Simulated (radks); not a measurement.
# Pr²⁺ in [Kr] 4d10 4f3 5s2 5p5.5 6p0.5: an all-electron calculation

An exercise on one series of results from a longer session: the logs are not shown, and one member is left open.

Program: radks (a radial shooting solver on a logarithmic mesh, Libxc functionals) version 1. Level of theory: scalar-relativistic Kohn-Sham, PBEsol, spin-unpolarised, spherical densities, point nucleus. These are calculated values, not measurements, unless marked.

## The system

| Property | Result |
| --- | --- |
| element | praseodymium (Z = 59) |
| charge | +2 |
| electrons | 57 |
| configuration | [Kr] 4d10 4f3 5s2 5p5.5 6p0.5 |

The first run:

Settings of this run:

```text
Z 59
configuration [Kr] 4d10 4f3 5s2 5p5.5 6p0.5 6s0 5d0 5f0 7p0
relativity scalar-relativistic
functional pbe_sol,pbe_sol
spin unpolarised
nucleus point
c 137.035999084
```

One table of the session follows, with a row left open; its other results are not shown here.

It belongs to the step «Orbitals and density». From the orbitals of this run (lengths in bohr):

```
level      <r>  outermost maximum (interpolated)  90 % within  nodes
   1s  0.02410                            0.0154       0.0435      0
   2s   0.1031                            0.0873        0.159      1
   2p  0.09056                            0.0703        0.147      0
   3s   0.2725                             0.249        0.400      2
   3p   0.2705                             0.244        0.405      1
   3d   0.2475                             0.200        0.387      0
   4s   0.6227                             0.579        0.895      3
   4p   0.6598                             0.605        0.960      2
   4d   0.7278                             0.636         1.10      1
   5s    1.496                              1.35         2.15      4
   5p    1.729                              1.53         2.52      3
   4f    1.112                             0.692         1.95      0
   5d    2.534                              2.07         3.85      2
   6s        ?                                 ?            ?      ?
   6p    4.444                              4.08         6.33      4
   5f    6.362                              5.63         9.30      1
```

**Question.** Estimate the row for 6s.

As computed: <r>: 3.676; outermost maximum (interpolated): 3.33; 90 % within: 5.25; nodes: 5. In the column «<r>» it lies between 5d (2.534) and 6p (4.444).
